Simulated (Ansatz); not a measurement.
# MgH4Cl2O2: the cost of one run

Method: DFT PBE, plane waves, PAW, scalar-relativistic, no spin polarisation, in Ansatz 0.2.0.

**1. The starting structure**

The cell holds 9 atoms (Cl2H4MgO2): a = 4.739 Å, b = 4.984 Å, c = 5.518 Å, α = 107.08°, β = 82.80°, γ = 95.57°.

Structure file:

```
Mg Cl O H
1.0
     4.64625    0.35555    0.86193
    -0.72523    4.87278   -0.75836
    -0.24030   -0.84548    5.44721
Mg Cl O H
1 2 2 4
Direct
  0.35181 0.79836 0.50103
  0.91029 0.84907 0.13559
  0.58055 0.41136 0.78105
  0.05680 0.27904 0.52953
  0.78770 0.33911 0.15462
  0.86552 0.04163 0.79849
  0.14623 0.21147 0.95854
  0.44792 0.24877 0.36176
  0.83611 0.61235 0.48097
```

**2. The run**

The input, input.yaml:

```yaml
crystal:
  lattice:
    - [4.646246, 0.355547, 0.861929]
    - [-0.725235, 4.872782, -0.758363]
    - [-0.240295, -0.845481, 5.44721]
  atoms:
    - { symbol: Mg, position: [0.351814, 0.79836, 0.501031] }
    - { symbol: Cl, position: [0.910295, 0.849072, 0.135586] }
    - { symbol: Cl, position: [0.580552, 0.411355, 0.781053] }
    - { symbol: O, position: [0.0568, 0.279038, 0.529534] }
    - { symbol: O, position: [0.787704, 0.339111, 0.154619] }
    - { symbol: H, position: [0.865524, 0.041628, 0.798494] }
    - { symbol: H, position: [0.146234, 0.21147, 0.958539] }
    - { symbol: H, position: [0.447915, 0.248773, 0.361757] }
    - { symbol: H, position: [0.836107, 0.612355, 0.480972] }
kpoints:
  mp_grid: { grid: [3, 3, 3] }
magnetization:
  spin_polarized: false
scf:
  occupations: { method: cold, width: 0.15 }
hamiltonian:
  pseudopotentials: { kind: paw }
  xc: pbe
basis:
  ecutwfc: 420
md:
  timestep: 0.25
  n_steps: 40
  ensemble: nve
  temperature: 900.0
  initial_velocities: maxwell_boltzmann
  seed: 550487
```

Started as:

```sh
$ ansatz run input.yaml --threads 2 --pin off --max-ram 2560MiB --backend cpu --events-out ev --progress --plain --runs-dir out
```

What time and memory should one allow on 2 threads of Arm Neoverse V1, shared host?

About 67 s, with a peak of 0.37 GiB.
